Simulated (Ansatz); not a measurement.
# Si2NH7 (SMILES [SiH3]N[SiH3]): r2SCAN0/6-31G(d) (spherical functions)

What is the electronic atomisation energy of Si2NH7 at r2SCAN0/6-31G* (spherical functions)? 

The calculation is run with Ansatz 0.2.0.

52 further runs of the same task are left out: 52 set aside as unsound or not needed.

## 1. Starting point

Si2NH7 has 10 atoms, charge 0, and is taken as a singlet. As SMILES, `[SiH3]N[SiH3]`. The coordinates come from a PBE0-D4/def2-TZVP relaxation.

Bond lengths: Si1–N2 1.726 Å, N2–Si3 1.726 Å, Si1–H4 1.484 Å, Si1–H5 1.490 Å, Si1–H6 1.488 Å, N2–H7 1.011 Å, Si3–H8 1.484 Å, Si3–H9 1.488 Å, Si3–H10 1.490 Å. Some angles: Si1–N2–Si3 128.9°, Si1–N2–H7 115.5°, Si3–N2–H7 115.5°, N2–Si1–H4 107.4°, N2–Si1–H5 112.6°, N2–Si1–H6 110.9°, N2–Si3–H8 107.4°, N2–Si3–H9 110.9°, N2–Si3–H10 112.6°, H4–Si1–H5 109.0°.

## 2. A single-point energy at r2SCAN0/6-31G(d) (spherical functions)

The input, run.yaml:

```yaml
crystal:
  periodic: [false, false, false]
  atoms:
    - {symbol: Si, position_ang: [-1.042800, 0.758390, -0.879990]}
    - {symbol: N, position_ang: [0.119990, 0.500410, 0.368670]}
    - {symbol: Si, position_ang: [0.995830, -0.935260, 0.755390]}
    - {symbol: H, position_ang: [-1.373610, -0.567260, -1.458240]}
    - {symbol: H, position_ang: [-0.532280, 1.645360, -1.962590]}
    - {symbol: H, position_ang: [-2.274280, 1.393560, -0.336440]}
    - {symbol: H, position_ang: [0.361990, 1.317290, 0.912940]}
    - {symbol: H, position_ang: [0.403090, -2.042290, -0.034740]}
    - {symbol: H, position_ang: [0.897240, -1.243020, 2.208320]}
    - {symbol: H, position_ang: [2.444830, -0.827180, 0.426680]}
basis:
  gaussian: {orbitals: 6-31G_st_-spherical.json}
accuracy: high
output: {orbitals: {seedname: orbitals}}
hamiltonian: {xc: {name: r2SCAN0}}
```

The basis set 6-31G* is read from a file made from the Basis Set Exchange's data (not shown).

Command:

```sh
$ ansatz run run.yaml --threads 1 --pin off --max-ram 3480MiB --events-out events.jsonl --progress --plain --runs-dir runs
```

What it wrote:

```text
Warning: RAYON_NUM_THREADS=1 ignored (pool sized by the plan → 1); use --threads N
Functional definition: r2SCAN0
  name "r2SCAN0"
  parameter a = 0.25
  parameter k0 = 0.174
  parameter k1 = 0.065
  parameter a1 = 4.9479
  exchange = (1 - a)*r2scan_x(k0 = k0, k1 = k1, a1 = a1) + a*exact_x
  correlation = r2scan_c
1509 factors; integrals over basis functions are off by at most 3.5e-9 eV
mean field evaluation 1: about -17351.6504 eV, gradient 4.7e1 eV
mean field evaluation 2: about -17346.6701 eV, gradient 6.4e1 eV
mean field evaluation 4: about -17355.9248 eV, gradient 5.9e-1 eV
mean field evaluation 8: about -17356.1508 eV, gradient 4.3e-2 eV
mean field evaluation 16: about -17356.1508 eV, gradient 3.6e-6 eV
mean field -17356.15081783 eV, -637.8267781337 hartree, gradient 2.1e-8 eV, S^2 0.000000; 0 other end points of the search recorded, 0 dependent functions left out
reference -17356.15081857 eV, -637.8267781609 hartree; 21, 21 occupied and 43, 43 virtual orbitals, 1509 factors
Total energy: -17356.15081857 eV, -637.8267781609 hartree
```

It took 5.1 s on 1 thread of Intel Xeon 6975P-C (Granite Rapids), shared host; peak memory 0.27 GiB.

## 3. The H atom

The input, molecule.yaml:

```yaml
crystal:
  periodic: [false, false, false]
  atoms:
    - {symbol: H, position_ang: [0.000000, 0.000000, 0.000000]}
basis:
  gaussian:
    orbitals: "6-31G*"
magnetization:
  spin_polarized: true
  initial_magnetization: 1
hamiltonian:
  xc: {name: r2SCAN0}
accuracy: high
```

Command:

```sh
$ ansatz run molecule.yaml --threads 1 --pin off --max-ram 3480MiB --events-out events.jsonl --progress --plain --runs-dir runs
```

What it wrote, cut to the lines that bear on the results:

```text
Warning: RAYON_NUM_THREADS=1 ignored (pool sized by the plan → 1); use --threads N
[... 8 set-up lines as earlier in the session ...]
3 factors; integrals over basis functions are off by at most 5.4e-10 eV
mean field evaluation 1: about -13.5555 eV, gradient 5.3e-1 eV
mean field evaluation 2: about -13.5581 eV, gradient 5.7e-2 eV
mean field evaluation 4: about -13.5574 eV, gradient 3.8e-5 eV
mean field evaluation 8: about -13.5574 eV, gradient 1.6e-10 eV
mean field -13.55742871 eV, -0.4982263157 hartree, gradient 2.4e-9 eV, S^2 0.750000; 0 other end points of the search recorded, 0 dependent functions left out
reference -13.55742908 eV, -0.4982263292 hartree; 1, 0 occupied and 1, 2 virtual orbitals, 3 factors
Total energy: -13.55742908 eV, -0.4982263292 hartree
```

It took 0.18 s on 1 thread of Intel Xeon 6975P-C (Granite Rapids), shared host.

## 4. The N atom, same level

The input, job.yaml:

```yaml
crystal:
  periodic: [false, false, false]
  atoms:
    - symbol: "N"
      position_ang: [0.000000, 0.000000, 0.000000]
basis:
  gaussian:
    orbitals: 6-31G_st_-spherical.json
magnetization:
  spin_polarized: true
  initial_magnetization: 3
hamiltonian:
  xc: {name: r2SCAN0}
accuracy: high
```

The basis set 6-31G* is read from a file made from the Basis Set Exchange's data (not shown).

Command:

```sh
$ ansatz run job.yaml --threads 1 --pin off --max-ram 3480MiB --events-out events.jsonl --progress --plain --runs-dir runs
```

What it wrote, cut to the lines that bear on the results:

```text
Warning: RAYON_NUM_THREADS=1 ignored (pool sized by the plan → 1); use --threads N
[... 8 set-up lines as earlier in the session ...]
96 factors; integrals over basis functions are off by at most 1.9e-9 eV
mean field evaluation 1: about -1484.6549 eV, gradient 3.6e0 eV
mean field evaluation 2: about -1484.7057 eV, gradient 1.4e0 eV
mean field evaluation 4: about -1484.7122 eV, gradient 1.0e-1 eV
mean field evaluation 8: about -1484.7122 eV, gradient 7.3e-7 eV
mean field -1484.71222728 eV, -54.5621679786 hartree, gradient 4.3e-8 eV, S^2 3.753352; 0 other end points of the search recorded, 0 dependent functions left out
reference -1484.71222756 eV, -54.5621679886 hartree; 5, 2 occupied and 9, 12 virtual orbitals, 96 factors
Total energy: -1484.71222756 eV, -54.5621679886 hartree
```

Wall time 0.34 s (1 thread of Intel Xeon 6975P-C (Granite Rapids), shared host).

## 5. The Si atom

The input, input.yaml:

```yaml
crystal:
  periodic: [false, false, false]
  atoms:
    - symbol: Si
      position_ang: [0.000000, 0.000000, 0.000000]
basis:
  gaussian: {orbitals: 6-31G_st_-spherical.json}
magnetization: {spin_polarized: true, initial_magnetization: 2}
hamiltonian: {xc: {name: r2SCAN0}}
accuracy: high
```

The basis set 6-31G* is read from a file made from the Basis Set Exchange's data (not shown).

Run the same way, it converges to -289.31941 Eh (log not shown).

## 6. Summary of results

Level: r2SCAN0/6-31G* (spherical functions).

```
                     quantity          value
       molecule: total energy  -637.82678 Eh
        molecule: HOMO energy       -7.53 eV
        molecule: LUMO energy        0.66 eV
      molecule: HOMO–LUMO gap        8.19 eV
         H atom: total energy    -0.49823 Eh
                 H atom: ⟨S²⟩          0.750
         N atom: total energy   -54.56217 Eh
                 N atom: ⟨S²⟩          3.753
        Si atom: total energy  -289.31941 Eh
                Si atom: ⟨S²⟩          2.004
electronic atomisation energy      30.972 eV
```

Taking the molecule apart into free atoms costs 30.97 eV (2988 kJ/mol), before zero-point energy and without spin-orbit coupling.
